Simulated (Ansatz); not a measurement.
**TiTe (rocksalt type): how the settings move a single-point run**

Question: which choices in the input matter for TiTe (rocksalt type)?

Method: reference: DFT, LDA, PAW with Ansatz's default frozen-core files, scalar-relativistic, in Ansatz 0.2.0.

## 1. The starting structure

It takes space group Fm-3m (No. 225, cubic). Conventional cell: a = 4.649 Å, b = 4.649 Å, c = 4.649 Å, α = 90.00°, β = 90.00°, γ = 90.00°. Ti (site symmetry m-3m) has 6 Te at 2.32 Å in its first shell of neighbours. Te (site symmetry m-3m) has 6 Ti at 2.32 Å in its first shell of neighbours.

As a file:

```
CELL_PARAMETERS angstrom
0.00000 2.32445 2.32445
2.32445 0.00000 2.32445
2.32445 2.32445 0.00000
ATOMIC_POSITIONS crystal
Ti 0.00000 0.00000 0.00000
Te 0.50000 0.50000 0.50000
```

## 2. Baseline

File input.yaml:

```yaml
crystal:
  lattice:
    - [0.0, 2.3244517601, 2.3244517601]
    - [2.3244517601, 0.0, 2.3244517601]
    - [2.3244517601, 2.3244517601, 0.0]
  atoms:
    - { symbol: Ti, position: [0.0, 0.0, 0.0] }
    - { symbol: Te, position: [0.5, 0.5, 0.5] }
kpoints:
  mp_grid: { grid: [12, 12, 12] }
  band_path:
    path:
      - [0.0, 0.0, 0.0]
      - [0.5, 0.0, 0.5]
      - [0.625, 0.25, 0.625]
      - [0.375, 0.375, 0.75]
      - [0.0, 0.0, 0.0]
      - [0.5, 0.5, 0.5]
      - [0.5, 0.25, 0.75]
      - [0.5, 0.0, 0.5]
    npoints: 8
scf:
  occupations: { method: fermi_dirac, width: 0.05 }
hamiltonian:
  xc: lda
  pseudopotentials: { kind: paw }
output:
  forces: true
  stress: true
  eigenvalues: true
  populations: true
  dos: { projected: true, de: 0.2, e_range: [-14, 8] }
```

Launch:

```bash
> ansatz run input.yaml --threads 1 --pin off --max-ram 2048MiB --backend cpu --events-out ev --progress --plain --runs-dir out
```

## 3. Variant: preconditioner ldos

input.yaml, as its differences from that of step 2:

```diff
@@ -23,2 +23,3 @@
   occupations: { method: fermi_dirac, width: 0.05 }
+  mixing: { preconditioner: ldos }
 hamiltonian:
@@ -31,2 +32,5 @@
   populations: true
-  dos: { projected: true, de: 0.2, e_range: [-14, 8] }
+  write_density: true
+  write_potential: true
+  elf: true
+  volumetric_format: npy
```

Q: Predict the outcome of this session. Wanted: for each run, ending; energy change; pressure; gap; force.

The runs gave:

```csv
run,ending,energy change,pressure (GPa),gap (eV),force (eV/Å),cycles,time
reference,converged,0,144.0,0.00,0.00,7,3 s
1: preconditioner ldos,converged,0.0 meV/atom,144.0,0.00,0.00,6,3.1 s
```

Times don't compare one to one where runs were asked for different outputs or read a saved state (see the inputs); cycles may leave out searches for a lower state.

Residual by cycle in the longest SCF loop of each run; runs are numbered as in the table. The quantity is the density residual dr2, in eV.

```csv
cycle,reference,run 1
1,0.0263,0.0263
2,0.0059,0.00541
3,6.9e-4,2.6e-4
4,7.5e-5,2.0e-6
5,2.8e-6,1.5e-7
6,1.9e-7,1.0e-9
7,7.6e-9,-
```

**Reading.** Same state: the changed mixing leaves the energy within 0.5 meV/atom. The structure is not at rest: the sound run finds 144 GPa, so these are no properties of the relaxed crystal. The reference has no spin polarisation; with Ti present, a magnetic state may lie lower.
